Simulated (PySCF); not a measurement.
**Co+: excitation energies in x2c-TZVPPall plus 1 even-tempered diffuse shell per l**

Each state of cobalt is computed at each level; their differences give the excitation energy. How far do the methods differ?

Method: unrestricted determinants in a Gaussian basis, no spin-orbit coupling in the energies. Code: PySCF 2.14.0.

## Step 1: What is computed

- Element: cobalt (Z = 27)
- Basis: x2c-TZVPPall with one added diffuse shell each of s, p, d, f type (7s6p5d3f1g, 80 functions)
- Hamiltonian: scalar relativity by spin-free X2C-1e
- State 1: Co+: [Ar] 3d7 4p1, one real determinant (an excited configuration)
- State 2: Co+: [Ar] 3d7 4s1, high-spin 5F determinant (an excited configuration)
- State 3: Co+: [Ar] 3d7 4s1, 4s spin antiparallel (an excited configuration)
- Needed too, but not shown: Co+ [Ar] 3d8 (3F)
- Methods: CCSD(T)
- Core shells frozen in the correlated runs: valence: [Ar] (for Co+)

The outer shells:

Co+ [Ar] 3d7 4p1
```
[Ar] core
3d [↑↓][↑↓][↑ ][↑ ][↑ ]
4p [↑ ][  ][  ]
```

Co+ [Ar] 3d7 4s1
```
[Ar] core
3d [↑↓][↑↓][↑ ][↑ ][↑ ]
4s [↑ ]
```

The runs were made by one driver on top of PySCF. The scripts below sum up each run's settings (the driver also hands on starting orbitals that pick excited configurations, and frozen orbitals as a list rather than a count), and the logs come from the driver's own runs. The driver starts from symmetry-adapted Hartree-Fock orbitals, holds the occupation by maximum overlap and uses a logarithmic radial grid for functionals, so a plain start would take other cycles.

The integrals over 80 functions and the set-up took 0.72 s of CPU time.

## Step 2: Co+ [Ar] 3d7 4p1: CCSD(T) (valence)

CCSD(T) (valence):

Input file input.py:

```python
from pyscf import gto, scf, dft, mp, cc
import basis_set_exchange as bse
mol = gto.M(atom="Co 0 0 0", charge=1, spin=4, symmetry="D2h",
            basis=gto.basis.parse(bse.get_basis("x2c-TZVPPall", elements=["Co"], fmt="nwchem", augment_diffuse=1)),
            nucmod="G")
mf = scf.UHF(mol).sfx2c1e()
mf.irrep_nelec = {'Ag': (5, 4), 'B1g': (1, 1), 'B2g': (1, 0), 'B3g': (1, 0), 'B1u': (2, 2), 'B2u': (3, 2), 'B3u': (2, 2)}
mf.kernel()
mycc = cc.CCSD(mf, frozen=9).run()
mycc.ccsd_t()
```

Output:

```text
CC2 = 0
CCSD nocc = (np.int64(6), np.int64(2)), nmo = (71, 71)
frozen orbitals [[0, 1, 2, 3, 4, 5, 6, 7, 8], [0, 1, 2, 3, 4, 5, 6, 7, 8]]
max_cycle = 100
direct = 0
conv_tol = 1e-08
conv_tol_normt = 1e-06
diis_space = 8
diis_start_cycle = 0
Init t2, MP2 energy = -0.19552873360306
Init E_corr(UCCSD) = -0.195528733603522
cycle = 1  E_corr(UCCSD) = -0.191601939999896  dE = 0.0039267936  norm(t1,t2) = 0.0427447
cycle = 2  E_corr(UCCSD) = -0.194287186483492  dE = -0.00268524648  norm(t1,t2) = 0.0163527
cycle = 3  E_corr(UCCSD) = -0.194517094578715  dE = -0.000229908095  norm(t1,t2) = 0.00932148
cycle = 4  E_corr(UCCSD) = -0.195140143474909  dE = -0.000623048896  norm(t1,t2) = 0.00500175
cycle = 5  E_corr(UCCSD) = -0.195182334404534  dE = -4.21909296e-05  norm(t1,t2) = 0.00247313
cycle = 6  E_corr(UCCSD) = -0.19519400972238  dE = -1.16753178e-05  norm(t1,t2) = 0.00154897
cycle = 7  E_corr(UCCSD) = -0.195237354888285  dE = -4.33451659e-05  norm(t1,t2) = 0.00113301
cycle = 8  E_corr(UCCSD) = -0.195240889200371  dE = -3.53431209e-06  norm(t1,t2) = 0.000728577
cycle = 9  E_corr(UCCSD) = -0.195240873660682  dE = 1.55396894e-08  norm(t1,t2) = 0.000827884
cycle = 10  E_corr(UCCSD) = -0.195236944567752  dE = 3.92909293e-06  norm(t1,t2) = 0.000838043
[... 12 lines left out ...]
cycle = 23  E_corr(UCCSD) = -0.195250184011836  dE = -3.34924942e-08  norm(t1,t2) = 8.87816e-06
cycle = 24  E_corr(UCCSD) = -0.195250252708195  dE = -6.86963587e-08  norm(t1,t2) = 6.34068e-06
cycle = 25  E_corr(UCCSD) = -0.195250295963042  dE = -4.32548469e-08  norm(t1,t2) = 5.00947e-06
cycle = 26  E_corr(UCCSD) = -0.195250270125384  dE = 2.58376579e-08  norm(t1,t2) = 3.93885e-06
cycle = 27  E_corr(UCCSD) = -0.195250282190913  dE = -1.20655292e-08  norm(t1,t2) = 2.85366e-06
cycle = 28  E_corr(UCCSD) = -0.195250281577391  dE = 6.1352215e-10  norm(t1,t2) = 3.7073e-06
cycle = 29  E_corr(UCCSD) = -0.19525029752806  dE = -1.59506695e-08  norm(t1,t2) = 3.21952e-06
cycle = 30  E_corr(UCCSD) = -0.19525032078767  dE = -2.32596096e-08  norm(t1,t2) = 1.44101e-06
cycle = 31  E_corr(UCCSD) = -0.195250350525993  dE = -2.97383236e-08  norm(t1,t2) = 1.17136e-06
cycle = 32  E_corr(UCCSD) = -0.195250355662622  dE = -5.13662862e-09  norm(t1,t2) = 8.24208e-07
UCCSD converged
E(UCCSD) = -1391.635755813651  E_corr = -0.195250355662622
UCCSD(T) correction = -0.00496404485956703
```

It used 27 s of CPU time after the integrals (shared host).

CCSD correlation -0.19525 hartree, triples -0.00496; total -1391.640720. T1 = 0.013, largest double amplitude 0.033.

The real determinant used has ⟨L²⟩ near 14 against 20 for a pure G term, so it mixes terms.

## Step 3: Co+ [Ar] 3d7 4s1, at CCSD(T) (valence)

CCSD(T) (valence):

input.py: that of step 2 with these lines changed.

```diff
@@ -6,3 +6,3 @@
 mf = scf.UHF(mol).sfx2c1e()
-mf.irrep_nelec = {'Ag': (5, 4), 'B1g': (1, 1), 'B2g': (1, 0), 'B3g': (1, 0), 'B1u': (2, 2), 'B2u': (3, 2), 'B3u': (2, 2)}
+mf.irrep_nelec = {'Ag': (6, 4), 'B1g': (1, 1), 'B2g': (1, 0), 'B3g': (1, 0), 'B1u': (2, 2), 'B2u': (2, 2), 'B3u': (2, 2)}
 mf.kernel()
```

Output:

```text
CC2 = 0
CCSD nocc = (np.int64(6), np.int64(2)), nmo = (71, 71)
frozen orbitals [[0, 1, 2, 3, 4, 5, 6, 7, 8], [0, 1, 2, 3, 4, 5, 6, 7, 8]]
max_cycle = 100
direct = 0
conv_tol = 1e-08
conv_tol_normt = 1e-06
diis_space = 8
diis_start_cycle = 0
Init t2, MP2 energy = -0.205467949926973
Init E_corr(UCCSD) = -0.205467949928801
cycle = 1  E_corr(UCCSD) = -0.200351361304276  dE = 0.00511658862  norm(t1,t2) = 0.0432276
cycle = 2  E_corr(UCCSD) = -0.203305356683424  dE = -0.00295399538  norm(t1,t2) = 0.0132222
cycle = 3  E_corr(UCCSD) = -0.203310903656113  dE = -5.54697269e-06  norm(t1,t2) = 0.0065299
cycle = 4  E_corr(UCCSD) = -0.203762073650456  dE = -0.000451169994  norm(t1,t2) = 0.00287166
cycle = 5  E_corr(UCCSD) = -0.203792306206817  dE = -3.02325564e-05  norm(t1,t2) = 0.000754858
cycle = 6  E_corr(UCCSD) = -0.203787962454485  dE = 4.34375233e-06  norm(t1,t2) = 0.000270127
cycle = 7  E_corr(UCCSD) = -0.203791778068487  dE = -3.815614e-06  norm(t1,t2) = 8.62544e-05
cycle = 8  E_corr(UCCSD) = -0.203792762814123  dE = -9.84745636e-07  norm(t1,t2) = 2.58711e-05
cycle = 9  E_corr(UCCSD) = -0.203792302665582  dE = 4.60148542e-07  norm(t1,t2) = 8.75312e-06
cycle = 10  E_corr(UCCSD) = -0.203792188120144  dE = 1.14545438e-07  norm(t1,t2) = 2.12048e-06
cycle = 11  E_corr(UCCSD) = -0.20379221694016  dE = -2.88200156e-08  norm(t1,t2) = 8.85967e-07
cycle = 12  E_corr(UCCSD) = -0.203792221852885  dE = -4.91272517e-09  norm(t1,t2) = 3.80345e-07
UCCSD converged
E(UCCSD) = -1391.826093830487  E_corr = -0.2037922218528848
UCCSD(T) correction = -0.00510629301230732
```

It used 17 s of CPU time after the integrals (shared host).

CCSD correlation -0.20379 hartree, triples -0.00511; total -1391.831200. T1 = 0.012, largest double amplitude 0.021.

## Step 4: Co+ [Ar] 3d7 4s1, s spin flipped, at CCSD(T) (valence)

CCSD(T) (valence):

Input file input.py:

```python
from pyscf import gto, scf, dft, mp, cc
import basis_set_exchange as bse
mol = gto.M(atom="Co 0 0 0", charge=1, spin=2, symmetry="D2h",
            basis=gto.basis.parse(bse.get_basis("x2c-TZVPPall", elements=["Co"], fmt="nwchem", augment_diffuse=1)),
            nucmod="G")
mf = scf.UHF(mol).sfx2c1e()
mf.irrep_nelec = {'Ag': (5, 5), 'B1g': (1, 1), 'B2g': (1, 0), 'B3g': (1, 0), 'B1u': (2, 2), 'B2u': (2, 2), 'B3u': (2, 2)}
mf.kernel()
mycc = cc.CCSD(mf, frozen=9).run()
mycc.ccsd_t()
```

Output:

```text
CC2 = 0
CCSD nocc = (np.int64(5), np.int64(3)), nmo = (71, 71)
frozen orbitals [[0, 1, 2, 3, 4, 5, 6, 7, 8], [0, 1, 2, 3, 4, 5, 6, 7, 8]]
max_cycle = 100
direct = 0
conv_tol = 1e-08
conv_tol_normt = 1e-06
diis_space = 8
diis_start_cycle = 0
Init t2, MP2 energy = -0.206050845117644
Init E_corr(UCCSD) = -0.206050845119143
cycle = 1  E_corr(UCCSD) = -0.201881924258529  dE = 0.00416892086  norm(t1,t2) = 0.0463531
cycle = 2  E_corr(UCCSD) = -0.205098409352067  dE = -0.00321648509  norm(t1,t2) = 0.01669
cycle = 3  E_corr(UCCSD) = -0.205340356139779  dE = -0.000241946788  norm(t1,t2) = 0.0101745
cycle = 4  E_corr(UCCSD) = -0.206046645095587  dE = -0.000706288956  norm(t1,t2) = 0.00735758
cycle = 5  E_corr(UCCSD) = -0.206426080242183  dE = -0.000379435147  norm(t1,t2) = 0.00615263
cycle = 6  E_corr(UCCSD) = -0.206772072141389  dE = -0.000345991899  norm(t1,t2) = 0.00487792
cycle = 7  E_corr(UCCSD) = -0.20728892062673  dE = -0.000516848485  norm(t1,t2) = 0.00347195
cycle = 8  E_corr(UCCSD) = -0.207401372977584  dE = -0.000112452351  norm(t1,t2) = 0.0013938
cycle = 9  E_corr(UCCSD) = -0.207410459679182  dE = -9.0867016e-06  norm(t1,t2) = 0.000552754
cycle = 10  E_corr(UCCSD) = -0.207424228029217  dE = -1.376835e-05  norm(t1,t2) = 0.00027465
cycle = 11  E_corr(UCCSD) = -0.207429757361507  dE = -5.52933229e-06  norm(t1,t2) = 0.00013797
cycle = 12  E_corr(UCCSD) = -0.207428641301022  dE = 1.11606049e-06  norm(t1,t2) = 4.97025e-05
cycle = 13  E_corr(UCCSD) = -0.207428101959689  dE = 5.39341334e-07  norm(t1,t2) = 2.1677e-05
cycle = 14  E_corr(UCCSD) = -0.207427976738526  dE = 1.25221163e-07  norm(t1,t2) = 7.81712e-06
cycle = 15  E_corr(UCCSD) = -0.207428001129712  dE = -2.43911868e-08  norm(t1,t2) = 3.3485e-06
cycle = 16  E_corr(UCCSD) = -0.207428080260346  dE = -7.91306338e-08  norm(t1,t2) = 1.6772e-06
cycle = 17  E_corr(UCCSD) = -0.207428120389462  dE = -4.01291156e-08  norm(t1,t2) = 1.12326e-06
cycle = 18  E_corr(UCCSD) = -0.207428158483954  dE = -3.80944923e-08  norm(t1,t2) = 9.25186e-07
cycle = 19  E_corr(UCCSD) = -0.207428190264114  dE = -3.17801603e-08  norm(t1,t2) = 7.65343e-07
cycle = 20  E_corr(UCCSD) = -0.207428239131024  dE = -4.88669099e-08  norm(t1,t2) = 5.96654e-07
cycle = 21  E_corr(UCCSD) = -0.207428287426938  dE = -4.82959134e-08  norm(t1,t2) = 3.96212e-07
cycle = 22  E_corr(UCCSD) = -0.207428311507446  dE = -2.40805081e-08  norm(t1,t2) = 2.16739e-07
cycle = 23  E_corr(UCCSD) = -0.207428318306122  dE = -6.79867618e-09  norm(t1,t2) = 1.21429e-07
UCCSD converged
E(UCCSD) = -1391.807086748618  E_corr = -0.207428318306122
UCCSD(T) correction = -0.00735986573361365
```

It used 24 s of CPU time after the integrals (shared host).

CCSD correlation -0.20743 hartree, triples -0.00736; total -1391.814447. T1 = 0.014, largest double amplitude 0.075.

With the s spin flipped the determinant is a mixture of two multiplicities, not a spectroscopic state.

## Step 5: Differences of total energies

Excitation energy: Co+ [Ar] 3d8 (3F) → Co+ [Ar] 3d7 4p1 (high-spin determinant).

```
           method  value (eV)  less CCSD(T) (valence) (eV)
              UHF       3.444                       -1.868
    MP2 (valence)       5.731                       +0.419
SCS-MP2 (valence)       5.763                       +0.450
   CCSD (valence)       5.191                       -0.121
CCSD(T) (valence)       5.312                       +0.000
```

Excitation energy: Co+ [Ar] 3d8 (3F) → Co+ [Ar] 3d7 4s1 (5F).

```
           method  value (eV)  error (eV)
              UHF      -1.503      -1.932
    MP2 (valence)       0.514      +0.085
SCS-MP2 (valence)       0.618      +0.189
   CCSD (valence)       0.012      -0.417
CCSD(T) (valence)       0.129      -0.300
```

Reference: 0.429 eV (measured; NIST levels, between the centres of gravity of the two terms). Errors of the correlated levels include the incompleteness of this basis.

Excitation energy: Co+ [Ar] 3d8 (3F) → Co+ [Ar] 3d7 4s1, s spin flipped.

```
           method  value (eV)
              UHF      -0.887
    MP2 (valence)       1.114
SCS-MP2 (valence)       1.008
```

The upper determinant mixes two multiplicities, so it lies between the two terms.

The differences also use runs on Co+ [Ar] 3d8 (3F), which are not shown here. The runs at UHF, MP2 (valence) are not shown; their differences are listed all the same.

## Step 6: Results

```
                                             quantity                                                    value
                excitation energy, Co+ → [Ar] 3d7 4p1                    UHF 3.444, CCSD(T) (valence) 5.312 eV
                excitation energy, Co+ → [Ar] 3d7 4s1  UHF -1.503, CCSD(T) (valence) 0.129 eV; reference 0.429
excitation energy, Co+ → [Ar] 3d7 4s1, s spin flipped                       UHF -0.887, MP2 (valence) 1.114 eV
```

Each level's miss (mean over 1 difference):

```
           method  mean absolute miss against the measured value (with the measured fine structure taken into account where it is known) (eV)
              UHF                                                                                                                       1.932
    MP2 (valence)                                                                                                                       0.085
SCS-MP2 (valence)                                                                                                                       0.189
   CCSD (valence)                                                                                                                       0.417
CCSD(T) (valence)                                                                                                                       0.300
```

The coupled-cluster values of one difference were set aside by the checks on these runs and are not quoted; the lower level shown rests on the same reference and is no safer. Against experiment MP2 (valence) comes closest (off by 0.09 eV) and UHF is farthest (1.93 eV). In a finite basis a lower level can come nearest by cancelling errors. All values hold for this basis alone; no basis-set limit was taken.
